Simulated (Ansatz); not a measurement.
**CH4AlFO: one species, many methods**

An exercise on one series of results from a longer session: the logs are not shown, and one member is left open.

Program: Ansatz 0.2.0, Gaussian basis. Level of theory: functionals in def2-TZVPP, the program's frozen cores in correlated methods. These are calculated values, not measurements.

Levels to be run: LDA (SPW92), PBE-D4, revPBE-D4, BLYP-D4, r2SCAN-D4, B97M-V, PBE0-D4, B3LYP-D4, r2SCANh-D4, r2SCAN0-D4, HSE06-D4, BHLYP-D4, CAM-B3LYP-D4, LC-ωPBE, ωB97X-V, ωB97M-V, B2PLYP, PBE-QIDH; CCSD(T)/def2-SVP; CCSD(T)/def2-TZVPP; MP2/def2-QZVPP; extrapolation to the limit; RPA on PBE.

## The geometry

The geometry comes from an earlier relaxation with PBE0-D4 in a triple-zeta def2 set; it is a stationary point, not always the lowest conformer.

8 atoms, charge 0, spin multiplicity 1.

Atoms are counted from 1 here; the program's logs count them from 0.

Bond lengths: O1–C2 1.529 Å, O1–Al3 1.940 Å, O1–H5 0.962 Å, C2–Al3 1.932 Å, C2–H6 1.089 Å, C2–H7 1.087 Å, Al3–F4 1.661 Å, Al3–H8 1.572 Å. Angles: C2–O1–Al3 66.4°, C2–O1–H5 111.3°, Al3–O1–H5 122.2°, O1–C2–Al3 67.0°, O1–C2–H6 109.1°, O1–C2–H7 106.9°, Al3–C2–H6 120.3°, Al3–C2–H7 127.4°, H6–C2–H7 111.1°, O1–Al3–C2 46.5°, O1–Al3–F4 107.9°, O1–Al3–H8 115.0°, C2–Al3–F4 114.7°, C2–Al3–H8 126.5°, F4–Al3–H8 118.7°.

Set-up of the first run:

Contents of in.yaml:

```yaml
crystal:
  periodic: [false, false, false]
  atoms:
    - {symbol: O, position_ang: [0.048241, 0.817934, -0.708873]}
    - {symbol: C, position_ang: [0.409587, 0.489918, 0.739793]}
    - {symbol: Al, position_ang: [-0.031385, -1.077198, -0.299857]}
    - {symbol: F, position_ang: [-1.631275, -1.520428, -0.240923]}
    - {symbol: H, position_ang: [-0.740781, 1.365520, -0.757323]}
    - {symbol: H, position_ang: [-0.330749, 0.935394, 1.401962]}
    - {symbol: H, position_ang: [1.396891, 0.905782, 0.921535]}
    - {symbol: H, position_ang: [0.971570, -1.974024, -1.112114]}
basis:
  gaussian: {orbitals: def2-TZVPP}
hamiltonian: {xc: lda}
output: {orbitals: {seedname: orbitals}}
```

Run with:

```bash
> ansatz run in.yaml --threads 2 --pin off --events-out ev --progress --plain --max-ram 4352MiB
```

Among the steps run: LDA; PBE-D4 (GGA); revPBE-D4 (GGA); BLYP-D4 (GGA); r2SCAN-D4 (meta-GGA); B97M-V (meta-GGA); PBE0-D4 (hybrid); B3LYP-D4 (hybrid); r2SCANh-D4 (hybrid); r2SCAN0-D4 (hybrid); HSE06-D4 (hybrid); BHLYP-D4 (hybrid); CAM-B3LYP-D4 (range-separated); LC-ωPBE (range-separated); ωB97X-V (range-separated); ωB97M-V (range-separated); B2PLYP (double hybrid); PBE-QIDH (double hybrid).

One table of the session follows, with a row left open; its other results are not shown here.

It belongs to the step «Orbital energies across the functionals». 

```
  functional  HOMO (eV)  gap (eV)
 LDA (SPW92)      -6.38      5.21
      PBE-D4      -6.26      5.25
   revPBE-D4      -6.20      5.28
     BLYP-D4      -6.17      5.18
   r2SCAN-D4      -6.53      6.09
      B97M-V          ?         ?
     PBE0-D4      -7.62      7.54
    B3LYP-D4      -7.42      7.01
  r2SCANh-D4      -7.04      6.89
  r2SCAN0-D4      -7.81      8.07
    HSE06-D4      -7.21      6.76
    BHLYP-D4      -8.93      9.58
CAM-B3LYP-D4      -9.07      9.83
     LC-ωPBE     -10.44     12.49
     ωB97X-V     -10.07     11.94
     ωB97M-V      -9.91     11.38
```

**Question.** Estimate the row for B97M-V.

As computed: HOMO (eV): -6.64; gap (eV): 5.89. In the column «HOMO (eV)» it lies between r2SCANh-D4 (-7.04) and r2SCAN-D4 (-6.53).
